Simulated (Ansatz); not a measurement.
This script drives Ansatz 0.2.0 through its Python package.

`run_relaxed_scan.py`
```python
"""Relaxed scan of one distance in C2H4Se."""

import ansatz as az
import numpy as np

geometry_ang = [
    ("C", (-0.565, -0.1109, -0.4099)),
    ("C", (0.6115, 0.204, 0.3305)),
    ("Se", (-0.2098, -1.5277, 0.811)),
    ("H", (-0.3751, -0.3071, -1.4941)),
    ("H", (-1.484, 0.5398, -0.13)),
    ("H", (0.51, 1.0062, 1.1098)),
    ("H", (1.5737, 0.1276, -0.2631)),
]
molecule = az.Crystal.molecule()
for symbol, xyz in geometry_ang:
    molecule = molecule.atom(symbol, xyz)

model = (
    molecule.calculation()
    .basis(gaussian="def2-SVP")
    .functional("hf")
)
symbols = [site.symbol for site in molecule.cartesian_sites]
pairs = [(0, 1), (0, 2), (0, 3), (0, 4), (1, 2), (1, 5)]
print("held (A)   E (eV)        ", "  ".join(f"{symbols[i]}{i}-{symbols[j]}{j}" for i, j in pairs))
for length in [1.31, 1.43, 1.54, 1.71, 1.92]:
    r = model.relax(constraints=[az.DistanceConstraint((0, 1), at=length)], force_tolerance=0.02, max_steps=60).run(threads=1, backend="cpu").report
    xyz = np.array(r["positions_ang"])
    print(f"{length:6.2f} {r['free_energy_ev']:14.5f}  ", "  ".join(f"{np.linalg.norm(xyz[i] - xyz[j]):.3f}" for i, j in pairs))
```

It is started by `python run_relaxed_scan.py`. How long does it take on 1 thread of Arm Neoverse V2, on a shared host, and how much memory does it need?

It took about 34 s, with a peak of 0.23 GiB, for 5 runs of the engine.

```console
$ python run_relaxed_scan.py
held (A)   E (eV)         C0-C1  C0-Se2  C0-H3  C0-H4  C1-Se2  C1-H5
DeckWarning: relax.constraints: the input's atoms, or those drawn, lie off the distances that are held; a relaxation that starts there is brought onto them ahead of its first SCF, by positions alone, [...]
  1.31   -67416.28166   1.310  2.005  1.082  1.082  2.005  1.082
  1.43   -67416.76381   1.430  1.971  1.082  1.082  1.971  1.082
  1.54   -67416.69517   1.540  1.953  1.082  1.082  1.953  1.082
  1.71   -67416.12919   1.710  1.934  1.081  1.081  1.934  1.081
  1.92   -67415.18604   1.920  1.915  1.080  1.080  1.915  1.080
```
(Warnings from the package without file and line, shortened, repeats left out.)

These settings explore the input space; basis and method may be short of convergence. The energies are electronic: no zero-point or thermal terms, and the basis set is short of its limit.
